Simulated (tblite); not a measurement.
# C6H9FO2: the cost of one run

The runs use tblite 0.8.0 and PySCF 2.14.0, with density-fitted response routines of our own; the level of theory stands in each step. All values are computed, except where a source is named. Atoms are numbered from 0 throughout.

### Step 1. Starting geometry

18 atoms, charge 0, multiplicity 1; geometry from: force field or distance geometry start.

Bonds of the start (Å): C0–C1 1.35, C1–O2 1.40, O2–C3 1.44, C3–C4 1.51, C3–F5 1.39, C1–C6 1.45, C6–C7 1.48, C6–O8 1.28, C0–H9 1.06, C0–H10 1.11, C3–H11 1.13, C4–H12 1.09, C4–H13 1.10, C4–H14 1.12, C7–H15 1.14, C7–H16 1.12, C7–H17 1.10.

### Step 2. Relaxing the molecule with GFN2-xTB

Job settings and geometry (Å):

```
{"job": {"kind": "relax", "xc": "GFN2-xTB", "basis": "xTB"}, "charge": 0, "multiplicity": 1}
C     -0.311000    -2.215300    -0.217000
C     -0.587400    -0.902100    -0.110800
O      0.469800    -0.101700     0.333200
C      1.435400     0.221600    -0.678400
C      2.541000     1.094500    -0.127600
F      0.794100     0.783700    -1.779500
C     -1.910800    -0.398400    -0.426300
C     -2.289600     1.030700    -0.321300
O     -2.758000    -1.275300    -0.804300
H      0.658500    -2.563500     0.029400
H     -1.097300    -2.916500    -0.553000
H      1.865000    -0.769600    -0.999500
H      3.102700     1.473200    -0.986900
H      2.106400     1.884900     0.502500
H      3.260200     0.455600     0.436700
H     -3.288200     1.069700     0.226800
H     -2.428200     1.504200    -1.325300
H     -1.571200     1.630600     0.260300
```

Launch:

```
$ OMP_NUM_THREADS=1 python probes_run.py task.json out
```

This one command runs all jobs of the session in turn.

**Question.** How long does this first job take on 1 thread of Intel Xeon at 2.50GHz, shared host, and how much memory does it need?

About 3.4 s, with a peak of 0.18 GiB.
